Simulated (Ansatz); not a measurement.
**C₃H₉NOSn: small, medium and large basis sets**

An exercise on one series of results from a longer session: the logs are not shown, and one member is left open.

Method: one geometry, several basis sets; program: Ansatz 0.2.0, Gaussian basis.

Levels to be run: PBE0-D4/def2-SVP; ωB97M-V/def2-SVP; PBE0-D4/def2-QZVPP; ωB97M-V/def2-QZVPP; the functionals' def2-TZVPP values are taken from earlier runs.

1 further run of the same task is left out (for a known fault of the program). Runs told in other sessions of the task aren't counted.

**The relaxed structure**

An earlier PBE0-D4 in a triple-zeta def2 set relaxation fixed the geometry. Sn takes the def2 core potential; no spin-orbit term is included.

SMILES `CC(C)[O][Sn][NH2]`, 15 atoms, charge 0, spin multiplicity 1.

Atoms are counted from 1 here; the program's logs count them from 0.

Bond lengths: C1–C2 1.518 Å, C1–H7 1.093 Å, C1–H8 1.092 Å, C1–H9 1.093 Å, C2–C3 1.518 Å, C2–O4 1.408 Å, C2–H10 1.105 Å, C3–H11 1.092 Å, C3–H12 1.093 Å, C3–H13 1.093 Å, O4–Sn5 1.987 Å, Sn5–N6 2.004 Å, N6–H14 1.007 Å, N6–H15 1.009 Å. Angles: C2–C1–H7 109.8°, C2–C1–H8 110.6°, C2–C1–H9 111.3°, H7–C1–H8 108.1°, H7–C1–H9 108.6°, H8–C1–H9 108.5°, C1–C2–C3 111.8°, C1–C2–O4 109.3°, C1–C2–H10 107.9°, C3–C2–O4 109.2°, C3–C2–H10 107.9°, O4–C2–H10 110.7°, C2–C3–H11 110.6°, C2–C3–H12 111.3°, C2–C3–H13 109.8°, H11–C3–H12 108.5°, H11–C3–H13 108.1°, H12–C3–H13 108.6° and more.

The first run:

The input, in.yaml:

```yaml
crystal:
  periodic: [false, false, false]
  atoms:
    - {symbol: C, position_ang: [-0.892785, -1.659653, -0.164644]}
    - {symbol: C, position_ang: [0.332662, -0.770095, -0.060732]}
    - {symbol: C, position_ang: [1.090504, -0.699726, -1.373916]}
    - {symbol: O, position_ang: [-0.065431, 0.526764, 0.315245]}
    - {symbol: Sn, position_ang: [0.523450, 1.406699, 1.996344]}
    - {symbol: N, position_ang: [-0.541661, 3.040425, 1.536053]}
    - {symbol: H, position_ang: [-1.585830, -1.250677, -0.904410]}
    - {symbol: H, position_ang: [-1.412603, -1.710519, 0.794722]}
    - {symbol: H, position_ang: [-0.621043, -2.675057, -0.465208]}
    - {symbol: H, position_ang: [1.006831, -1.207011, 0.698186]}
    - {symbol: H, position_ang: [1.976836, -0.069493, -1.272162]}
    - {symbol: H, position_ang: [1.407976, -1.693104, -1.701985]}
    - {symbol: H, position_ang: [0.452124, -0.264590, -2.147188]}
    - {symbol: H, position_ang: [-0.609416, 3.876810, 2.092543]}
    - {symbol: H, position_ang: [-1.083414, 3.098526, 0.686451]}
basis:
  gaussian: {orbitals: def2-SVP}
hamiltonian: {xc: pbe0, dispersion: d4}
output: {orbitals: {seedname: orbitals}}
```

The run is started by

```sh
ansatz run in.yaml --threads 4 --pin off --events-out ev --progress --plain --max-ram 11315MiB
```

Among the steps run: PBE0-D4 in def2-SVP; ωB97M-V in def2-SVP; PBE0-D4 in def2-QZVPP; ωB97M-V in def2-QZVPP.

One table of the session follows, with a row left open; its other results are not shown here.

It belongs to the step «Density functionals: the series». 

```
functional       basis  HOMO (eV)  LUMO (eV)
   PBE0-D4    def2-SVP      -6.75      -1.34
   PBE0-D4  def2-TZVPP      -6.90      -1.53
   PBE0-D4  def2-QZVPP      -6.94      -1.59
   ωB97M-V    def2-SVP      -8.91       0.45
   ωB97M-V  def2-TZVPP      -9.09       0.14
   ωB97M-V  def2-QZVPP          ?          ?
```

**Question.** Estimate the row for ωB97M-V, def2-QZVPP.

**Answer.** HOMO (eV): -9.13; LUMO (eV): 0.03. In the column «HOMO (eV)» it is the lowest.
